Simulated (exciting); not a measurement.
# TlGa (P-6m2) in exciting: reference runs

Aim: a first look at TlGa with PBE, on the cell as given.

Everything below comes from runs of exciting (release sodium). Logs are shortened: lines on timing, memory, paths and dates and some standing lists are left out, and cuts for length are marked.

## 1. Starting point

The structure is hexagonal, space group P-6m2 (No. 187). Conventional cell: a = 3.652 Å, b = 3.652 Å, c = 5.868 Å, α = 90.00°, β = 90.00°, γ = 120.00°. Tl (site symmetry -6m2) is surrounded by 6 Ga at 3.61 Å and 6 Tl at 3.65 Å. Ga (site symmetry -6m2) is surrounded by 6 Tl at 3.61 Å and 6 Ga at 3.65 Å.

The cell was built by a generator and needn't be a form met in nature.

## 2. Single point, PBE

Input file input.xml:

```xml
<input>
  <title>TlGa</title>
  <structure speciespath="./" tshift="false">
    <crystal scale="1">
      <basevect>6.901542403476 0.000000000000 0.000000000000</basevect>
      <basevect>-3.450771201738 5.976911051409 0.000000000000</basevect>
      <basevect>0.000000000000 0.000000000000 11.089467987456</basevect>
    </crystal>
    <species speciesfile="Tl.xml" rmt="2.3">
      <atom coord="0.333333330000 0.666666670000 0.500000000000"/>
    </species>
    <species speciesfile="Ga.xml" rmt="2">
      <atom coord="0.000000000000 0.000000000000 0.000000000000"/>
    </species>
  </structure>
  <groundstate do="fromscratch" ngridk="8 8 5" rgkmax="9" gmaxvr="14" lmaxapw="10" lmaxmat="10" lmaxvr="8" xctype="GGA_PBE" stype="Fermi Dirac" swidth="0.00183747" nempty="10" ValenceRelativity="iora*" epsengy="1e-05" epspot="1e-05" maxscl="60" tforce="true" outputlevel="normal"/>
</input>
```

Potentials or basis: all-electron LAPW+lo, shipped species files, valence relativity iora*.

The run is started by

```
$ OMP_NUM_THREADS=1 exciting_smp
```

INFO.OUT:

```text
================================================================================
EXCITING SODIUM started
[... 10 lines left out ...]

 Lattice vectors (cartesian) :
      6.9015424035      0.0000000000      0.0000000000
     -3.4507712017      5.9769110514      0.0000000000
      0.0000000000      0.0000000000     11.0894679875

 Reciprocal lattice vectors (cartesian) :
      0.9104030577      0.5256214500     -0.0000000000
      0.0000000000      1.0512429001      0.0000000000
      0.0000000000     -0.0000000000      0.5665903283

 Unit cell volume                           :     457.4395016829
 Brillouin zone volume                      :       0.5422579653

 Species :    1 (Tl)
     parameters loaded from                 :    Tl.xml
     name                                   :    thallium
     nuclear charge                         :     -81.00000000
     electronic charge                      :      81.00000000
     atomic mass                            :  372567.96410000
     muffin-tin radius                      :       2.30000000
     # of radial points in muffin-tin       :     450

     atomic positions (lattice) :
       1 :   0.33333333  0.66666667  0.50000000

 Species :    2 (Ga)
     parameters loaded from                 :    Ga.xml
     name                                   :    gallium
     nuclear charge                         :     -31.00000000
     electronic charge                      :      31.00000000
     atomic mass                            :  127097.25380000
     muffin-tin radius                      :       2.00000000
     # of radial points in muffin-tin       :     350

     atomic positions (lattice) :
       1 :   0.00000000  0.00000000  0.00000000

 Total number of atoms per unit cell        :       2

 Spin treatment                             :    spin-unpolarised

 Number of Bravais lattice symmetries       :      24
 Number of crystal symmetries               :      12

 k-point grid                               :       8    8    5
 Total number of k-points                   :      45
 k-point set is reduced with crystal symmetries

 R^MT_min * |G+k|_max (rgkmax)              :       9.00000000
 Species with R^MT_min                      :       2 (Ga)
 Maximum |G+k| for APW functions            :       4.50000000
 Maximum |G| for potential and density      :      14.00000000

 G-vector grid sizes                        :      32    32    50
 Total number of G-vectors                  :   21265

 Maximum angular momentum used for
     APW functions                          :      10
     computing H and O matrix elements      :      10
     potential and density                  :       8
     inner part of muffin-tin               :       2

 Total nuclear charge                       :    -112.00000000
 Total electronic charge                    :     112.00000000
 Total core charge                          :      80.00000000
 Total valence charge                       :      32.00000000

 Number of empty states                     :      10
 Total number of valence states             :      27

 Maximum Hamiltonian size                   :     746
 Maximum number of plane-waves              :     715
 Total number of local-orbitals             :      31

 Exchange-correlation type                  :      20
     Perdew-Burke-Ernzerhof, Phys. Rev. Lett. 77, 3865 (1996)
     Generalised gradient approximation (GGA)

[... 20 lines left out ...]
+ SCF iteration number :    1                                                  +
++++++++++++++++++++++++++++++++++++++++++++++++++++++++++++++++++++++++++++++++
 Total energy                               :    -22224.75562958
 _______________________________________________________________
 Fermi energy                               :         0.14818668
 Kinetic energy                             :     25503.51518116
 Coulomb energy                             :    -47270.82634662
 Exchange energy                            :      -450.99224887
 Correlation energy                         :        -6.45221526

 DOS at Fermi energy (states/Ha/cell)       :        33.90944579

 Electron charges :
     core                                   :        80.00000000
     core leakage                           :         0.00671344
     valence                                :        32.00000000
     interstitial                           :         4.99843985
     charge in muffin-tin spheres :
                  atom     1    Tl          :        78.28198694
                  atom     2    Ga          :        28.71957321
     total charge in muffin-tins            :       107.00156015
     total charge                           :       112.00000000

++++++++++++++++++++++++++++++++++++++++++++++++++++++++++++++++++++++++++++++++
+ SCF iteration number :    2                                                  +
++++++++++++++++++++++++++++++++++++++++++++++++++++++++++++++++++++++++++++++++
 Total energy                               :    -22230.10979027
 _______________________________________________________________
 Fermi energy                               :         0.14617227
 Kinetic energy                             :     25499.53178114
 Coulomb energy                             :    -47272.13386617
 Exchange energy                            :      -451.05425321
 Correlation energy                         :        -6.45345203

 DOS at Fermi energy (states/Ha/cell)       :        34.64419748

 Electron charges :
     core                                   :        80.00000000
     core leakage                           :         0.00669854
     valence                                :        32.00000000
     interstitial                           :         4.97131237
     charge in muffin-tin spheres :
                  atom     1    Tl          :        78.32896598
                  atom     2    Ga          :        28.69972165
     total charge in muffin-tins            :       107.02868763
     total charge                           :       112.00000000
[... 499 lines left out ...]
++++++++++++++++++++++++++++++++++++++++++++++++++++++++++++++++++++++++++++++++
+ SCF iteration number :   20                                                  +
++++++++++++++++++++++++++++++++++++++++++++++++++++++++++++++++++++++++++++++++
 Total energy                               :    -22232.67593906
 _______________________________________________________________
 Fermi energy                               :         0.14095503
 Kinetic energy                             :     25497.04905784
 Coulomb energy                             :    -47272.18747188
 Exchange energy                            :      -451.08340635
 Correlation energy                         :        -6.45411868

 DOS at Fermi energy (states/Ha/cell)       :        34.70861338

 Electron charges :
     core                                   :        80.00000000
     core leakage                           :         0.00665240
     valence                                :        32.00000000
     interstitial                           :         4.94845882
     charge in muffin-tin spheres :
                  atom     1    Tl          :        78.34635745
                  atom     2    Ga          :        28.70518373
     total charge in muffin-tins            :       107.05154118
     total charge                           :       112.00000000

 RMS change in effective potential (target) :  0.830393E-08  ( 0.100000E-04)
 Absolute change in total energy   (target) :  0.831526E-05  ( 0.100000E-04)
 Charge distance                   (target) :  0.505584E-08  ( 0.100000E-04)
 Abs. change in max-nonIBS-force   (target) :   0.00000      ( 0.500000E-04)

++++++++++++++++++++++++++++++++++++++++++++++++++++++++++++++++++++++++++++++++
| Convergency criteria checked for the last 2 iterations                       +
| Convergence targets achieved. Performing final SCF iteration                 +
++++++++++++++++++++++++++++++++++++++++++++++++++++++++++++++++++++++++++++++++
 Total energy                               :    -22232.67594136
 _______________________________________________________________
 Fermi energy                               :         0.14095503
 Kinetic energy                             :     25497.04905600
 Coulomb energy                             :    -47272.18747231
 Exchange energy                            :      -451.08340637
 Correlation energy                         :        -6.45411868

 DOS at Fermi energy (states/Ha/cell)       :        34.70861509

 Electron charges :
     core                                   :        80.00000000
     core leakage                           :         0.00665240
     valence                                :        32.00000000
     interstitial                           :         4.94845881
     charge in muffin-tin spheres :
                  atom     1    Tl          :        78.34635747
                  atom     2    Ga          :        28.70518372
     total charge in muffin-tins            :       107.05154119
     total charge                           :       112.00000000

++++++++++++++++++++++++++++++++++++++++++++++++++++++++++++++++++++++++++++++++
+ Self-consistent loop stopped                                                 +
++++++++++++++++++++++++++++++++++++++++++++++++++++++++++++++++++++++++++++++++
 STATE.OUT is written

--------------------------------------------------------------------------------
- Writing atomic positions and forces                                          -
--------------------------------------------------------------------------------

 Atomic positions (lattice) :
 atom     1  Tl  :     0.33333333    0.66666667    0.50000000
 atom     2  Ga  :     0.00000000    0.00000000    0.00000000

 Total atomic forces including IBS (cartesian) :
 atom     1  Tl  :     0.00000000    0.00000000    0.00000000
 atom     2  Ga  :    -0.00000000    0.00000000    0.00000000

 Atomic force components including IBS (cartesian) :
 atom     1  Tl  :     0.00000000   -0.00000000    0.00000000   HF force
                 :     0.00000000   -0.00000000    0.00000000   core correction
                 :     0.00000000   -0.00000000    0.00000000   IBS correction
 atom     2  Ga  :    -0.00000000    0.00000000    0.00000000   HF force
                 :    -0.00000000    0.00000000    0.00000000   core correction
                 :    -0.00000000    0.00000000    0.00000000   IBS correction

********************************************************************************
* Groundstate module stopped                                                   *
********************************************************************************

================================================================================
| EXCITING SODIUM stopped                                                      =
================================================================================
```

It took 13 min on 1 thread of Arm Neoverse V1, shared host; peak memory 0.16 GiB.

What came out:

```yaml
Free_energy: -604981.9427 eV
Band_gap_on_the_k_mesh: none (metal or under the smearing width)
All_electrons_inside_the_program's_atomic_spheres: Tl 78.35; Ga 28.71 (radii Tl 2.3, Ga 2.0 bohr)
```

Caveat: the log's total energy holds no entropy term; the free energy is that total less TS from the occupations.
